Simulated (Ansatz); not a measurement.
# Ruthenium, A15 under r²SCAN: structure and ground-state energy

Aim: take ruthenium in the A15 structure, relax it, then solve it on a dense k-mesh. Spin polarisation is left out. The k-meshes are 6×6×6 for the relaxation; 7×7×7 for the dense run.

Computed with Ansatz 0.2.0 (DFT r2SCAN, plane waves (500 eV) with PAW, scalar-relativistic; PBE-made PAW files, unless a step says otherwise).

**1. Starting point**

The structure is cubic, space group Pm-3n (No. 223). The conventional cell has a = 4.769 Å, b = 4.769 Å, c = 4.769 Å, α = 90.00°, β = 90.00°, γ = 90.00°. Ru (site symmetry m-3) has 12 Ru at 2.67 Å as nearest neighbours. Ru (site symmetry -4m2) has 6 Ru at 2.38 to 2.67 Å as nearest neighbours.

As a file:

```xyz
8
Lattice="4.7686 0.0000 0.0000 0.0000 4.7686 0.0000 0.0000 0.0000 4.7686" Properties=species:S:1:pos:R:3 pbc="T T T"
Ru    0.0000    0.0000    0.0000
Ru    2.3843    2.3843    2.3843
Ru    1.1922    0.0000    2.3843
Ru    3.5765    0.0000    2.3843
Ru    2.3843    1.1922    0.0000
Ru    2.3843    3.5765    0.0000
Ru    0.0000    2.3843    1.1922
Ru    0.0000    2.3843    3.5765
```

**2. Geometry optimisation**

input.yaml

```yaml
crystal:
  lattice:
    - [4.7686371176, 0.0, 0.0]
    - [0.0, 4.7686371176, 0.0]
    - [0.0, 0.0, 4.7686371176]
  atoms:
    - { symbol: Ru, position: [0.0, 0.0, 0.0] }
    - { symbol: Ru, position: [0.5, 0.5, 0.5] }
    - { symbol: Ru, position: [0.25, 0.0, 0.5] }
    - { symbol: Ru, position: [0.75, 0.0, 0.5] }
    - { symbol: Ru, position: [0.5, 0.25, 0.0] }
    - { symbol: Ru, position: [0.5, 0.75, 0.0] }
    - { symbol: Ru, position: [0.0, 0.5, 0.25] }
    - { symbol: Ru, position: [0.0, 0.5, 0.75] }
hamiltonian:
  xc: r2scan
  pseudopotentials:
    kind: paw
    azcp:
      Ru: "pseudopotentials/Ru.paw.azcp"
basis:
  ecutwfc: 500
  fft_grid_basis: typed
kpoints:
  mp_grid: { grid: [6, 6, 6], shift: [0, 0, 0] }
magnetization:
  spin_polarized: false
scf:
  occupations: { method: fermi_dirac, width: 0.1 }
relax:
  max_steps: 60
  f_tol: 0.01
  cell: {}
```

Further steps of the session: The energy on a finer k-mesh.

**Question.** What will these runs give? Wanted: space group; conventional cell; volume; shortest distance; gap on the mesh; relative to hcp.

As calculated:

```
                      quantity                         value
space group (spins left aside)               Pm-3n (No. 223)
             conventional cell                   a = 4.812 Å
                        volume                13.929 Å³/atom
             shortest distance                       2.406 Å
               gap on the mesh  none (levels filled in part)
               relative to hcp                 +406 meV/atom
```

From the guessed start the volume grew by 2.8 % in 4 steps. Against the reference form of ruthenium (hcp, computed apart with the same settings) it stands 406 meV/atom higher, so it is far from stable. No gap shows: it is a metal or semimetal at this level. Relaxation kept the symmetry; phonons were not checked.
